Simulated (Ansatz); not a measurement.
# AlBF2H2O: small, medium and large basis sets

An exercise on one series of results from a longer session: the logs are not shown, and one member is left open.

Method: one geometry, several basis sets; program: Ansatz 0.2.0, Gaussian basis.

The runs, in order: PBE0-D4/def2-SVP; ωB97M-V/def2-SVP; PBE0-D4/def2-QZVPP; ωB97M-V/def2-QZVPP; the functionals' def2-TZVPP values are taken from earlier runs.

## Structure used throughout

The geometry comes from an earlier relaxation with PBE0-D4 in a triple-zeta def2 set; it is a stationary point, not always the lowest conformer.

7 atoms, charge 0, spin multiplicity 1.

Atoms are counted from 1 here; the program's logs count them from 0.

Bond lengths: O1–B2 1.351 Å, O1–H6 0.961 Å, B2–F3 1.331 Å, B2–Al4 2.153 Å, Al4–F5 1.661 Å, Al4–H7 1.580 Å. Angles: B2–O1–H6 113.4°, O1–B2–F3 115.5°, O1–B2–Al4 122.4°, F3–B2–Al4 122.1°, B2–Al4–F5 111.0°, B2–Al4–H7 132.2°, F5–Al4–H7 116.8°.

Set-up of the first run:

File in.yaml:

```yaml
crystal:
  periodic: [false, false, false]
  atoms:
    - {symbol: O, position_ang: [0.462323, -0.166470, 1.769031]}
    - {symbol: B, position_ang: [0.511791, -0.675564, 0.519094]}
    - {symbol: F, position_ang: [1.170834, -1.824803, 0.394489]}
    - {symbol: Al, position_ang: [-0.411452, 0.301592, -1.162145]}
    - {symbol: F, position_ang: [-1.152669, 1.713102, -0.697832]}
    - {symbol: H, position_ang: [-0.019895, 0.662342, 1.825023]}
    - {symbol: H, position_ang: [-0.499632, -0.078199, -2.693261]}
basis:
  gaussian: {orbitals: def2-SVP}
hamiltonian: {xc: pbe0, dispersion: d4}
output: {orbitals: {seedname: orbitals}}
```

On the command line:

```bash
ansatz run in.yaml --threads 2 --pin off --events-out ev --progress --plain --max-ram 4352MiB
```

Steps of the session up to this table: PBE0-D4 in def2-SVP; ωB97M-V in def2-SVP; PBE0-D4 in def2-QZVPP; ωB97M-V in def2-QZVPP.

One table of the session follows, with a row left open; its other results are not shown here.

It belongs to the step «Density functionals: the series». 

| functional | basis | HOMO (eV) | LUMO (eV) |
| --- | --- | --- | --- |
| PBE0-D4 | def2-SVP | -7.82 | -1.96 |
| PBE0-D4 | def2-TZVPP | ? | ? |
| PBE0-D4 | def2-QZVPP | -7.98 | -2.16 |
| ωB97M-V | def2-SVP | -9.94 | -0.13 |
| ωB97M-V | def2-TZVPP | -10.10 | -0.36 |
| ωB97M-V | def2-QZVPP | -10.13 | -0.49 |

Q: Estimate the row for PBE0-D4, def2-TZVPP from the others.

The run gave: HOMO (eV): -7.96; LUMO (eV): -2.12. In the column «HOMO (eV)» it lies between PBE0-D4, def2-QZVPP (-7.98) and PBE0-D4, def2-SVP (-7.82).
